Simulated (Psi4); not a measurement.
# One shape, several levels: singlet [GaNH3]+

Wanted: a comparison of 4 runs (B3LYP/def2-TZVP, BHLYP/def2-TZVP, M06-L/def2-TZVP, PBE0/def2-TZVP) of singlet [GaNH3]+. 

The calculation is run with Psi4 1.11.

## (1) The molecule

[GaNH3]+ has 5 atoms, charge +1, and is taken as a singlet. SMILES of the parent species: `[NH2][GaH]`. Geometry: relaxed at PBE0-D4/def2-TZVP. This is one conformer, not always the lowest. That shape belongs to the parent species and isn't relaxed for this state.

Bond lengths: N1–Ga2 1.825 Å, N1–H3 1.008 Å, N1–H4 1.006 Å, Ga2–H5 1.594 Å. Angles: N1–Ga2–H5 116.9°, Ga2–N1–H3 123.8°, Ga2–N1–H4 124.3°, H3–N1–H4 111.9°.

## (2) The energy at B3LYP/def2-TZVP (run 1)

gah3n.py reads:

```python
import psi4

psi4.set_memory(2200000000)
psi4.set_num_threads(1)
psi4.core.set_output_file('gah3n.out', False)

molecule = psi4.geometry("""
1 1
N
Ga 1 1.825229
H 1 1.008068 2 123.79517
H 1 1.005722 3 111.8966 2 -179.99973
H 2 1.594126 1 116.86458 4 -179.93664
symmetry c1
no_reorient
no_com
""")

options = {'basis': 'def2-TZVP', 'puream': True, 'e_convergence': 1e-09, 'd_convergence': 1e-08, 'scf_type': 'pk', 'dft_radial_points': 99, 'dft_spherical_points': 590}
psi4.set_options(options)

energy_value, wavefunction = psi4.energy('b3lyp', return_wfn=True)
psi4.oeprop(wavefunction, 'MULLIKEN_CHARGES', 'MAYER_INDICES', 'QUADRUPOLE')
print('E =', round(energy_value, 9))
```

Started as:

```console
python gah3n.py
```

gah3n.out:

```text
[...]
  Running in c1 symmetry.
[...]
  Nuclear repulsion =   95.419932275568016
[...]
  Multiplicity = 1
[...]
  Nalpha       = 20
  Nbeta        = 20
[...]
    Number of basis functions: 97
[...]
   @RKS iter   1: -1979.31121248563431   -1.38737e+00   3.30242e-02 ADIIS/DIIS
[...]
   @RKS iter  13: -1981.16439978572203    0.00000e+00   2.84563e-09 DIIS
[...]
    Orbital Energies [Eh]
    ---------------------
    Doubly Occupied:
       1A   -372.850818     2A    -46.211137     3A    -40.964191
       4A    -40.964168     5A    -40.960108     6A    -14.530280
       7A     -5.789084     8A     -4.075120     9A     -4.073878
      10A     -4.064135    11A     -1.133324    12A     -1.127867
      13A     -1.127257    14A     -1.120787    15A     -1.118379
      16A     -1.040827    17A     -0.702906    18A     -0.698491
      19A     -0.585864    20A     -0.487813
[...]
  @RKS Final Energy: -1981.16439978572203
   => Energetics <=
    Nuclear Repulsion Energy =             95.4199322755680157
    One-Electron Energy =               -2938.9362875050310322
    Two-Electron Energy =                 929.0461932616409513
    DFT Exchange-Correlation Energy =     -66.6942378178998041
    Empirical Dispersion Energy =           0.0000000000000000
    VV10 Nonlocal Energy =                  0.0000000000000000
    Total Energy =                      -1981.1643997857220256
[...]
 Multipole Moments:
 ------------------------------------------------------------------------------------
     Multipole            Electronic (a.u.)      Nuclear  (a.u.)        Total (a.u.)
 ------------------------------------------------------------------------------------
 L = 1.  Multiply by 2.5417464519 to convert [e a0] to [Debye]
 Dipole X            :          0.0016001           -0.0015462            0.0000539
 Dipole Y            :         -1.7361696            1.4022863           -0.3338834
 Dipole Z            :          5.2819247           -5.0867285            0.1951962
 Magnitude           :                                                    0.3867553
 L = 2.  Multiply by 1.3450342976 to convert [e a0^2] to [Debye ang]
 Quadrupole XX       :        -15.2680236            0.0000088          -15.2680148
 Quadrupole XY       :          0.0076722           -0.0078942           -0.0002220
[...]
  Mulliken Charges: (a.u.)
   Center  Symbol    Alpha    Beta     Spin     Total
       1     N     3.75603  3.75603  0.00000 -0.51207
       2    GA    15.10663 15.10663  0.00000  0.78674
       3     H     0.34900  0.34900  0.00000  0.30200
       4     H     0.35845  0.35845  0.00000  0.28310
       5     H     0.42989  0.42989  0.00000  0.14022
   Total alpha = 20.00000, Total beta = 20.00000, Total charge =  1.00000
  Mayer Bond Indices:
[...]
```

On the terminal:

```text
E = -1981.164399786
```

Wall time 15 s (1 thread of Intel Xeon Platinum 8259CL at 2.50GHz (Skylake/Cascade Lake), shared host); peak memory 1.1 GiB.

## (3) Energy and gradient at BHLYP/def2-TZVP (run 2)

calc.in reads:

```
memory 2.2 GB

molecule geom {
  1 1
  N
  Ga 1 1.825229
  H 1 1.008068 2 123.79517
  H 1 1.005722 3 111.8966 2 -179.99973
  H 2 1.594126 1 116.86458 4 -179.93664
  units angstrom
  symmetry c1
  no_reorient
  no_com
}

set basis def2-TZVP
set puream true
set e_convergence 1e-09
set d_convergence 1e-08
set scf_type pk
set dft_radial_points 99
set dft_spherical_points 590

E, wfn = gradient("bhhlyp", return_wfn=True)
oeprop(wfn, "WIBERG_LOWDIN_INDICES", "QUADRUPOLE", "LOWDIN_CHARGES")
```

Started as:

```console
psi4 -i calc.in -o calc.out -n 1
```

calc.out (excerpt; [...] marks lines left out):

```text
[...]
  Running in c1 symmetry.
[...]
  Nuclear repulsion =   95.419932275568016
[...]
  Multiplicity = 1
[...]
  Nalpha       = 20
  Nbeta        = 20
[...]
    Number of basis functions: 97
[...]
   @RKS iter   1: -1979.44313809864161   -2.03672e+00   3.13999e-02 ADIIS/DIIS
[...]
   @RKS iter  12: -1981.05075886295435   -6.36646e-12   5.10384e-09 DIIS
[...]
  @RKS Final Energy: -1981.05075886295435
   => Energetics <=
    Nuclear Repulsion Energy =             95.4199322755680157
    One-Electron Energy =               -2939.5555396883646608
    Two-Electron Energy =                 905.4366243259676139
    DFT Exchange-Correlation Energy =     -42.3517757761256917
    Empirical Dispersion Energy =           0.0000000000000000
    VV10 Nonlocal Energy =                  0.0000000000000000
    Total Energy =                      -1981.0507588629548081
[...]
  -Total Gradient:
     Atom            X                  Y                   Z
    ------   -----------------  -----------------  -----------------
       1        0.000008870527     0.034015801258    -0.025453699323
       2        0.000035380811    -0.050362390474     0.049703662140
       3       -0.000015549994    -0.002778804006    -0.008985437117
       4       -0.000007529461    -0.004198614128    -0.000277258691
       5       -0.000021166390     0.023324270105    -0.014987202105
[...]
 Multipole Moments:
 ------------------------------------------------------------------------------------
     Multipole            Electronic (a.u.)      Nuclear  (a.u.)        Total (a.u.)
 ------------------------------------------------------------------------------------
 L = 1.  Multiply by 2.5417464519 to convert [e a0] to [Debye]
 Dipole X            :          0.0017647           -0.0015462            0.0002185
 Dipole Y            :         -1.8258911            1.4022863           -0.4236048
 Dipole Z            :          5.4119741           -5.0867285            0.3252456
 Magnitude           :                                                    0.5340654
 L = 2.  Multiply by 1.3450342976 to convert [e a0^2] to [Debye ang]
 Quadrupole XX       :        -15.1393624            0.0000088          -15.1393536
 Quadrupole XY       :          0.0076464           -0.0078942           -0.0002479
[...]
```

It took 23 s on 1 thread of Intel Xeon Platinum 8259CL at 2.50GHz (Skylake/Cascade Lake), shared host; peak memory 1.1 GiB.

Run 3 isn't shown in full; the table further down has it.

## (4) A single-point energy at PBE0/def2-TZVP (run 4)

gah3n.json reads:

```json
{
  "schema_name": "qcschema_input",
  "schema_version": 1,
  "molecule": {
    "schema_name": "qcschema_molecule",
    "schema_version": 2,
    "symbols": ["N", "Ga", "H", "H", "H"],
    "geometry": [-0.40043297, -1.29257267, 0.12226528, 1.54107165, 1.47946658, 0.78801579, -1.78919269, -1.32526493, -1.1812678, -0.21769645, -2.96554721, 1.0053343, 0.96035882, 3.96445644, -0.81277121],
    "molecular_charge": 1,
    "molecular_multiplicity": 1,
    "fix_symmetry": "c1",
    "fix_com": true,
    "fix_orientation": true
  },
  "driver": "energy",
  "model": {
    "method": "pbe0",
    "basis": "def2-TZVP"
  },
  "keywords": {
    "puream": true,
    "e_convergence": 1e-09,
    "d_convergence": 1e-08,
    "scf_type": "pk",
    "dft_radial_points": 99,
    "dft_spherical_points": 590
  }
}
```

Started as:

```console
psi4 --qcschema gah3n.json -n 1 --memory 2200MB
```

stdout:

```text
[...]
  Running in c1 symmetry.
[...]
  Nuclear repulsion =   95.419926978700360
[...]
  Multiplicity = 1
[...]
  Nalpha       = 20
  Nbeta        = 20
[...]
    Number of basis functions: 97
[...]
   @RKS iter   1: -1979.00915528993937   -1.51716e+00   3.26338e-02 ADIIS/DIIS
[...]
   @RKS iter  13: -1980.79141919746417   -1.81899e-12   1.78954e-09 DIIS
[...]
    Orbital Energies [Eh]
    ---------------------
    Doubly Occupied:
       1A   -373.195974     2A    -46.339336     3A    -41.053180
       4A    -41.053129     5A    -41.048982     6A    -14.593584
       7A     -5.852468     8A     -4.122260     9A     -4.121292
      10A     -4.110935    11A     -1.154473    12A     -1.149293
      13A     -1.148789    14A     -1.141549    15A     -1.139529
      16A     -1.059799    17A     -0.711099    18A     -0.705969
      19A     -0.591962    20A     -0.494846
[...]
  @RKS Final Energy: -1980.79141919746417
   => Energetics <=
    Nuclear Repulsion Energy =             95.4199269787003601
    One-Electron Energy =               -2939.1919588655364350
    Two-Electron Energy =                 925.2702099535214302
    DFT Exchange-Correlation Energy =     -62.2895972641495064
    Empirical Dispersion Energy =           0.0000000000000000
    VV10 Nonlocal Energy =                  0.0000000000000000
    Total Energy =                      -1980.7914191974641653
[...]
 Multipole Moments:
 ------------------------------------------------------------------------------------
     Multipole            Electronic (a.u.)      Nuclear  (a.u.)        Total (a.u.)
 ------------------------------------------------------------------------------------
 L = 1.  Multiply by 2.5417464519 to convert [e a0] to [Debye]
 Dipole X            :        -42.4529165           43.9236600            1.4707436
 Dipole Y            :        -35.5230656           36.4890996            0.9660340
 Dipole Z            :        -23.3566435           24.2956417            0.9389982
 Magnitude           :                                                    1.9944989
[...]
```

The result, in JSON:

```text
{
 "driver": "energy",
 "model": {
  "method": "pbe0",
  "basis": "def2-TZVP"
 },
 "success": true,
 "return_result": -1980.7914191974642,
 "properties": {
  "calcinfo_nbasis": 97,
  "calcinfo_nmo": 97,
  "calcinfo_nalpha": 20,
  "calcinfo_nbeta": 20,
  "calcinfo_natom": 5,
  "nuclear_repulsion_energy": 95.41992697870036,
  "return_energy": -1980.7914191974642,
  "scf_one_electron_energy": -2939.1919588655364,
  "scf_two_electron_energy": 925.2702099535214,
  "scf_xc_energy": -62.289597264149506,
  "scf_dipole_moment": [1.4707435698823588, 0.9660340225732682, 0.93899820101241],
  "scf_total_energy": -1980.7914191974642,
  "scf_iterations": 13
 }
}
```

It took 16 s on 1 thread of Intel Xeon Platinum 8259CL at 2.50GHz (Skylake/Cascade Lake), shared host; peak memory 1.1 GiB.

## (5) Overview of the runs

```
run            level      task   energy (Eh)  HOMO energy (eV)  LUMO energy (eV)  HOMO–LUMO gap (eV)  wall time
  1  B3LYP/def2-TZVP    energy  -1981.164400            -13.27            -10.62                2.65       15 s
  2  BHLYP/def2-TZVP  gradient  -1981.050759            -14.67             -9.45                5.22       23 s
  3  M06-L/def2-TZVP    energy  -1981.051441            -12.30            -10.91                1.38       38 s
  4   PBE0/def2-TZVP    energy  -1980.791419            -13.47            -10.22                3.24       16 s
```

## (6) What came out

```
            quantity           value
 run 4: total energy  -1980.79142 Eh
  run 4: HOMO energy       -13.47 eV
  run 4: LUMO energy       -10.22 eV
run 4: HOMO–LUMO gap         3.24 eV
```

What this shows: The HOMO–LUMO gap runs from 1.38 eV (M06-L/def2-TZVP) to 5.22 eV (BHLYP/def2-TZVP). Totals of different functionals can't be ranked against each other. All runs together took 92 s, the longest 38 s.
